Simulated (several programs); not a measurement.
Many methods on one cell: LuScN2 (ordering on rocksalt)

LuScN2, ordered on the rocksalt lattice (P4/mmm) with 4 atoms a cell, relaxed with r2SCAN in Ansatz, was computed with several methods. The symmetry is P4/mmm (No. 123, tetragonal); a = 3.273 Å, c = 4.619 Å in the conventional setting, 12.37 Å³ an atom. Sc is surrounded by 6 N at 2.31 Å; N is surrounded by 2 Sc at 2.31 Å and 4 Lu at 2.31 Å; Lu is surrounded by 6 N at 2.31 Å; N is surrounded by 2 Lu at 2.31 Å and 4 Sc at 2.31 Å. Simulation only: spin-unpolarised, and no claim that this is the phase found in nature.

```cif
data_structure
_symmetry_space_group_name_H-M 'P4/mmm'
_symmetry_Int_Tables_number 123
_cell_length_a 3.2726
_cell_length_b 3.2726
_cell_length_c 4.6188
_cell_angle_alpha 90.000
_cell_angle_beta 90.000
_cell_angle_gamma 90.000
_cell_volume 49.47
loop_
_atom_site_label
_atom_site_type_symbol
_atom_site_symmetry_multiplicity
_atom_site_Wyckoff_symbol
_atom_site_fract_x
_atom_site_fract_y
_atom_site_fract_z
_atom_site_occupancy
Sc1 Sc 1 a 0.00000 0.00000 0.00000 1
N1 N 1 b 0.00000 0.00000 0.50000 1
Lu1 Lu 1 d 0.50000 0.50000 0.50000 1
N2 N 1 c 0.50000 0.50000 0.00000 1
```

Gaps and times are for a single point on this cell; volume and bulk modulus come from each method's own relaxation or energy curve at fixed shape, which is too stiff where a cell has free coordinates or axes. Times are rough, from shared hosts (Arm Neoverse V1), and each method has its own mesh and cell size. A double dagger marks a value from a curve with shape and coordinates held. PM7 (MOPAC), GFN1-xTB (tblite) treat a cluster of cells at its zone centre, which samples few k points: where these miss a band edge, the gap comes out too large for that reason alone. Gaps from k meshes are read at a limited set of points (mesh, symmetry points, PBE's band edges), so each method's own least gap may be somewhat smaller. xTB and the PM methods were fitted mostly to molecules, and can miss a solid's gap by electronvolts. Times of the plane-wave ladder aren't listed, since it ran on unlike processors and cards. d marks a direct gap, i an indirect one (no mark: not told apart), a dash a value that wasn't computed or didn't pass its checks.

```
                              method              kind      gap (eV)  own volume (Å³/atom)  bulk modulus (GPa)  atoms computed  processor time
light PBE (260 eV and a coarse mesh)  light plane-wave  overlap 0.05                     –                   –               4           1.4 s
                                 PBE         semilocal  overlap 0.21                 12.52                181‡               4               –
                   GFN1-xTB (tblite)     tight binding          0.01                     –                   –         cluster            11 s
                              r2SCAN         semilocal        0.11 d                 12.37                195‡               4               –
                             PBE+SOC         semilocal  overlap 0.26                     –                   –               4               –
                         PM7 (MOPAC)    semi-empirical          3.24                     –                   –         cluster         2.2 min
                               HSE06            hybrid        0.78 i                     –                   –               4               –
```

Against HSE06 (0.78 eV) and with closed or daggered gaps left aside, the nearest gap at the points sampled is that of r2SCAN (-0.67 eV) and the farthest that of PM7 (MOPAC) (+2.46 eV). HSE06 is only a yardstick of convenience, and nearness to it can be luck.

Runs without a result: GFN2-xTB (tblite) (single point), PBE/single zeta (GPAW) (single point).

With PBE the bands overlap or touch, or nearly. Semilocal functionals can close a real gap, so this doesn't show a metal; small gaps of other methods may in turn close between the points read or with spin-orbit coupling, and the solid may be a semimetal.

Only the rows marked +SOC include spin-orbit coupling.
